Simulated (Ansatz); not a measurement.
**Cl3HSZr: small, medium and large basis sets**

Aim: see how fast density functionals converge with the basis set for Cl3HSZr.

Computed with Ansatz 0.2.0, Gaussian basis. Level: one geometry, several basis sets.

Plan: PBE0-D4/def2-SVP; ωB97M-V/def2-SVP; PBE0-D4/def2-QZVPP; ωB97M-V/def2-QZVPP; the functionals' def2-TZVPP values are taken from earlier runs.

### Step 1. The relaxed structure

All runs share one geometry, relaxed beforehand with PBE0-D4 in a triple-zeta def2 set. Zr takes the def2 core potential; no spin-orbit term is included.

SMILES `[SH][Zr]([Cl])([Cl])[Cl]`, 6 atoms, charge 0, spin multiplicity 1.

Atoms are counted from 1 here; the program's logs count them from 0.

Bond lengths: S1–Zr2 2.411 Å, S1–H6 1.350 Å, Zr2–Cl3 2.316 Å, Zr2–Cl4 2.324 Å, Zr2–Cl5 2.324 Å. Angles: Zr2–S1–H6 90.0°, S1–Zr2–Cl3 106.0°, S1–Zr2–Cl4 108.9°, S1–Zr2–Cl5 108.9°, Cl3–Zr2–Cl4 112.3°, Cl3–Zr2–Cl5 112.3°, Cl4–Zr2–Cl5 108.4°.

### Step 2. PBE0-D4 in def2-SVP

Input file in.yaml:

```yaml
crystal:
  periodic: [false, false, false]
  atoms:
    - {symbol: S, position_ang: [-1.764391, 0.868435, -0.029216]}
    - {symbol: Zr, position_ang: [0.503282, 0.052351, 0.049147]}
    - {symbol: Cl, position_ang: [1.829849, 1.899002, 0.490404]}
    - {symbol: Cl, position_ang: [0.662287, -1.565890, 1.709051]}
    - {symbol: Cl, position_ang: [1.018386, -0.934901, -1.990322]}
    - {symbol: H, position_ang: [-2.207313, -0.382897, -0.275163]}
basis:
  gaussian: {orbitals: def2-SVP}
hamiltonian: {xc: pbe0, dispersion: d4}
output: {orbitals: {seedname: orbitals}}
```

Command:

```sh
$ ansatz run in.yaml --threads 4 --pin off --events-out ev --progress --plain --max-ram 10444MiB
```

Further steps of the session: ωB97M-V in def2-SVP; PBE0-D4 in def2-QZVPP; ωB97M-V in def2-QZVPP.

Before running them: what should the planned runs give, taken together? Wanted: PBE0-D4: double and triple zeta above quadruple; ωB97M-V: double and triple zeta above quadruple.

As calculated:

```
                                       quantity           value
PBE0-D4: double and triple zeta above quadruple  18.39, 1.50 eV
ωB97M-V: double and triple zeta above quadruple  18.11, 1.43 eV
```

**Reading.** PBE0-D4 gains 16.89 eV from double to triple zeta, then 1.50 eV more. Total energies overstate the basis error of differences, where much of it tends to cancel.
